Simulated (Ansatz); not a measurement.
# Molecular dynamics of C

The input (input.yaml):

```yaml
accuracy: low
crystal:
  lattice:
    - [0.0, 3.68524, 3.68524]
    - [3.68524, 0.0, 3.68524]
    - [3.68524, 3.68524, 0.0]
  atoms:
    - { symbol: C, position: [0.0, 0.0, 0.0] }
    - { symbol: C, position: [0.125, 0.125, 0.125] }
    - { symbol: C, position: [0.0, 0.0, 0.5] }
    - { symbol: C, position: [0.125, 0.125, 0.625] }
    - { symbol: C, position: [0.0, 0.5, 0.0] }
    - { symbol: C, position: [0.125, 0.625, 0.125] }
    - { symbol: C, position: [0.0, 0.5, 0.5] }
    - { symbol: C, position: [0.125, 0.625, 0.625] }
    - { symbol: C, position: [0.5, 0.0, 0.0] }
    - { symbol: C, position: [0.625, 0.125, 0.125] }
    - { symbol: C, position: [0.5, 0.0, 0.5] }
    - { symbol: C, position: [0.625, 0.125, 0.625] }
    - { symbol: C, position: [0.5, 0.5, 0.0] }
    - { symbol: C, position: [0.625, 0.625, 0.125] }
    - { symbol: C, position: [0.5, 0.5, 0.5] }
    - { symbol: C, position: [0.625, 0.625, 0.625] }
basis:
  ecutwfc: 420.0
kpoints:
  mp_grid: { grid: [4, 4, 4] }
hamiltonian:
  xc: lda
scf:
  occupations: { method: fermi_dirac, width: 0.36 }
  lower_state_search: "off"
md:
  timestep: 0.75
  n_steps: 40
  ensemble: nvt_langevin
  temperature: 4200.0
  initial_velocities: maxwell_boltzmann
  seed: 921068
  friction: 0.005
```

Run as:

```bash
$ ansatz run input.yaml --threads 1 --pin off --max-ram 3072MiB --backend cpu --events-out ev --progress --plain --runs-dir out
```

It starts from a structure without forces on its atoms.

Output, in part (one step line in 2):

```
md step     0: t =     0.00 fs  T =  3937.5 K  F+E_penalty+E_count = -3885.92977943 eV  E_kin = 8.143380 eV  (6 SCF iters)
md step     2: t =     1.50 fs  T =  3553.6 K  F+E_penalty+E_count = -3885.44155641 eV  E_kin = 7.349353 eV  (7 SCF iters)
md step     4: t =     3.00 fs  T =  3040.0 K  F+E_penalty+E_count = -3884.17684521 eV  E_kin = 6.287164 eV  (7 SCF iters)
md step     6: t =     4.50 fs  T =  2127.3 K  F+E_penalty+E_count = -3882.59026684 eV  E_kin = 4.399640 eV  (5 SCF iters)
md step     8: t =     6.00 fs  T =  1513.2 K  F+E_penalty+E_count = -3881.15082440 eV  E_kin = 3.129561 eV  (5 SCF iters)
md step    10: t =     7.50 fs  T =  1166.9 K  F+E_penalty+E_count = -3880.11888215 eV  E_kin = 2.413355 eV  (7 SCF iters)
md step    12: t =     9.00 fs  T =  1030.4 K  F+E_penalty+E_count = -3879.63994167 eV  E_kin = 2.131063 eV  (5 SCF iters)
md step    14: t =    10.50 fs  T =  1062.6 K  F+E_penalty+E_count = -3879.70158797 eV  E_kin = 2.197727 eV  (5 SCF iters)
md step    16: t =    12.00 fs  T =  1330.7 K  F+E_penalty+E_count = -3880.06520841 eV  E_kin = 2.752186 eV  (4 SCF iters)
md step    18: t =    13.50 fs  T =  1573.0 K  F+E_penalty+E_count = -3880.46327269 eV  E_kin = 3.253174 eV  (5 SCF iters)
md step    20: t =    15.00 fs  T =  1690.4 K  F+E_penalty+E_count = -3880.73845088 eV  E_kin = 3.495959 eV  (7 SCF iters)
md step    22: t =    16.50 fs  T =  1741.0 K  F+E_penalty+E_count = -3880.92513642 eV  E_kin = 3.600599 eV  (5 SCF iters)
md step    24: t =    18.00 fs  T =  1986.6 K  F+E_penalty+E_count = -3881.09576170 eV  E_kin = 4.108543 eV  (5 SCF iters)
md step    26: t =    19.50 fs  T =  2142.5 K  F+E_penalty+E_count = -3881.27600805 eV  E_kin = 4.431120 eV  (5 SCF iters)
md step    28: t =    21.00 fs  T =  2228.9 K  F+E_penalty+E_count = -3881.43319338 eV  E_kin = 4.609638 eV  (5 SCF iters)
md step    30: t =    22.50 fs  T =  2373.7 K  F+E_penalty+E_count = -3881.58346782 eV  E_kin = 4.909093 eV  (7 SCF iters)
md step    32: t =    24.00 fs  T =  2545.1 K  F+E_penalty+E_count = -3881.62303645 eV  E_kin = 5.263642 eV  (5 SCF iters)
md step    34: t =    25.50 fs  T =  2185.8 K  F+E_penalty+E_count = -3881.46979938 eV  E_kin = 4.520527 eV  (5 SCF iters)
md step    36: t =    27.00 fs  T =  2178.4 K  F+E_penalty+E_count = -3881.31576383 eV  E_kin = 4.505353 eV  (5 SCF iters)
md step    38: t =    28.50 fs  T =  2128.0 K  F+E_penalty+E_count = -3881.22308421 eV  E_kin = 4.401081 eV  (5 SCF iters)
md step    40: t =    30.00 fs  T =  2279.5 K  F+E_penalty+E_count = -3881.27759088 eV  E_kin = 4.714286 eV  (7 SCF iters)
```

All steps were run. The mean temperature of the second half is 49 % below the set value. A run of 0.03 ps of so small a system gives no equilibrium averages. Limits of this set-up: low accuracy level.

Mean squared displacements from the first frame to the last, about the centre of mass: C 0.02 Å².

Last frame:

```xyz
16
Lattice="0.0000 3.6852 3.6852 3.6852 0.0000 3.6852 3.6852 3.6852 0.0000" Properties=species:S:1:pos:R:3
C -0.011 0.082 -0.128
C 0.809 0.957 0.912
C 1.813 1.757 0.022
C 2.760 2.662 0.905
C 1.911 -0.085 1.654
C 2.600 0.865 2.765
C 3.661 1.883 1.903
C 4.643 2.779 2.743
C -0.029 1.941 1.859
C 0.811 2.873 2.666
C 1.821 3.659 1.815
C 2.670 4.547 2.720
C 1.787 1.628 3.644
C 2.910 2.505 4.511
C 3.760 3.570 3.569
C 4.613 4.584 4.609
```

Run time: 8.5 min on 1 thread of Arm Neoverse V1 (shared host), peak memory 0.45 GiB.
